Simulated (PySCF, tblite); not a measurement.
**C₆H₁₀N₂Si: geometry, infrared bands and NMR shifts**

Aim: predict the infrared bands and NMR shifts of C₆H₁₀N₂Si (`CN[SiH2]c1ccccn1`).

The runs use tblite 0.8.0 and PySCF 2.14.0, with density-fitted response routines of our own; the level of theory stands in each step. All values are computed, except where a source is named. Atoms count from 0, in the outputs and in this text.

## (1) The starting structure

19 atoms, charge 0, multiplicity 1; geometry from: force field or distance geometry start.

Bonds of the start (Å): C0–N1 1.48, N1–Si2 1.77, Si2–C3 1.85, C3–C4 1.37, C4–C5 1.40, C5–C6 1.38, C6–C7 1.39, C7–N8 1.35, N8–C3 1.36, C0–H9 1.10, C0–H10 1.11, C0–H11 1.13, N1–H12 1.03, Si2–H13 1.48, Si2–H14 1.48, C4–H15 1.09, C5–H16 1.07, C6–H17 1.10, C7–H18 1.09.

## (2) Optimising the geometry with GFN2-xTB

The job: settings as JSON, then the geometry in Å.

```
{"job": {"kind": "relax", "xc": "GFN2-xTB", "basis": "xTB"}, "charge": 0, "multiplicity": 1}
C      3.507800    -0.339900    -0.104200
N      2.134300    -0.874600    -0.254400
Si     1.133900     0.129200     0.807600
C     -0.657200     0.137800     0.326200
C     -1.079500     0.132700    -0.981300
C     -2.458600     0.131300    -1.248900
C     -3.311100     0.128800    -0.169100
C     -2.875500     0.126300     1.150100
N     -1.545600     0.120800     1.361100
H      4.060800    -0.528900    -1.032300
H      4.052600    -0.831700     0.728100
H      3.451700     0.773400     0.084400
H      1.890000    -0.739300    -1.241700
H      1.657000     1.511900     0.817900
H      1.227900    -0.385400     2.196600
H     -0.361600     0.140600    -1.805800
H     -2.843300     0.138300    -2.250400
H     -4.397100     0.118200    -0.359800
H     -3.596300     0.119800     1.968100
```

The run is started by

```sh
OMP_NUM_THREADS=1 python probes_run.py task.json out
```

One launch serves the whole session: the jobs run in the order shown.

**Question.** This job is followed by: GFN2-xTB harmonic vibrations, gas phase; GIAO PBE0/pcSseg-1 NMR shielding, non-relativistic, gas phase. Predict these results of the whole session: strongest single infrared mode (GFN2-xTB); zero-point energy (GFN2-xTB); ¹³C shifts against TMS (PBE0/pcSseg-1); ¹H shifts against TMS (PBE0/pcSseg-1, means over atoms taken as alike); ¹⁵N shifts against NH3 (PBE0/pcSseg-1); ²⁹Si shifts against TMS (PBE0/pcSseg-1).

As calculated:

| quantity | value |
| --- | --- |
| strongest single infrared mode (GFN2-xTB) | 2191 cm⁻¹, 429 km/mol |
| zero-point energy (GFN2-xTB) | 91.3 kcal/mol |
| ¹³C shifts against TMS (PBE0/pcSseg-1) | 169.6, 155.2, 139.8, 135.2, 128.3, 32.8 ppm |
| ¹H shifts against TMS (PBE0/pcSseg-1, means over atoms taken as alike) | 9.06, 7.94, 7.87, 7.34, 5.25, 3.00, -0.09 ppm |
| ¹⁵N shifts against NH3 (PBE0/pcSseg-1) | 382.4, 16.3 ppm |
| ²⁹Si shifts against TMS (PBE0/pcSseg-1) | -37.3 ppm |

In words: The optimisation took 88 steps and gained 0.684 eV; among the close pairs (by a distance rule), N1–Si2 changed most, from 1.771 to 1.722 Å. All 51 modes are real, so the xTB geometry is a minimum. The strongest single mode, at 2191 cm⁻¹, moves mainly H14. Unscaled tight-binding wavenumbers are off by several per cent, some by more. Its intensities can rank the bands wrongly. At PBE0/pcSseg-1: The largest span, 766 ppm, is at N8, where the paramagnetic term is -447 ppm. NICS(1)zz of -28 ppm above the planar ring from C3 marks a diatropic (aromatic) ring current.
